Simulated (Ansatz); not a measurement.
# FGeH2O− (SMILES [O-][GeH2][F]): functionals against CCSD(T) at one geometry

The task here is to estimate one member of a computed series from the others.

Program: Ansatz 0.2.0, Gaussian basis. Level of theory: single points in def2-TZVPPD. These are calculated values, not measurements.

Cores are frozen in the correlated methods. Filled d shells of the heavier atoms are correlated.

**Starting geometry**

SMILES `[O-][GeH2][F]`, 5 atoms, charge -1, spin multiplicity 1.

Atoms are counted from 1 here; the program's logs count them from 0.

Bond lengths: O1–Ge2 1.626 Å, Ge2–F3 1.830 Å, Ge2–H4 1.547 Å, Ge2–H5 1.547 Å. Angles: O1–Ge2–F3 114.5°, O1–Ge2–H4 119.2°, O1–Ge2–H5 119.5°, F3–Ge2–H4 97.3°, F3–Ge2–H5 97.0°, H4–Ge2–H5 105.1°.

As a file:

```
atom    x (Å)    y (Å)    z (Å)
  O1  -0.6381   0.0523   1.6414
 Ge2   0.0216  -0.0559   0.1590
  F3  -0.8901   0.8482  -1.1448
  H4   0.0644  -1.4308  -0.5489
  H5   1.4079   0.5773  -0.1069
```

The first run:

File run/in.yaml:

```yaml
crystal:
  periodic: [false, false, false]
  atoms:
    - {symbol: O, position_ang: [-0.638100, 0.052300, 1.641400]}
    - {symbol: Ge, position_ang: [0.021600, -0.055900, 0.159000]}
    - {symbol: F, position_ang: [-0.890100, 0.848200, -1.144800]}
    - {symbol: H, position_ang: [0.064400, -1.430800, -0.548900]}
    - {symbol: H, position_ang: [1.407900, 0.577300, -0.106900]}
basis:
  gaussian: {orbitals: "def2-TZVPPD.json"}
total_charge: -1
correlation: {method: ccsd_t}
output: {forces: true}
```

The basis file named in the input lies beside it (Basis Set Exchange, JSON).

No record of the launch command was kept for these runs.

Steps of the session up to this table: CCSD(T)/def2-TZVPPD; PBE0-D4/def2-TZVPPD; wB97M-V/def2-TZVPPD; r2SCAN-D4/def2-TZVPPD; PBE-D4/def2-TZVPPD; BLYP-D4/def2-TZVPPD; LC-wPBE/def2-TZVPPD.

One of the session's tables, all rows but one given; the rest of the session is left out.

| method | RMS force component (eV/Å) | angle to CCSD(T) forces (°) |
| --- | --- | --- |
| CCSD(T) | 0.926 | reference |
| PBE0-D4 | ? | ? |
| wB97M-V | 0.834 | 2.3 |
| r2SCAN-D4 | 0.843 | 4.1 |
| PBE-D4 | 1.027 | 14.7 |
| BLYP-D4 | 1.132 | 17.4 |
| LC-wPBE | 0.707 | 2.9 |

Q: Estimate the row for PBE0-D4 from the others.

The run gave: RMS force component (eV/Å): 0.800; angle to CCSD(T) forces (°): 5.5. In the column «RMS force component (eV/Å)» it lies between LC-wPBE (0.707) and wB97M-V (0.834).
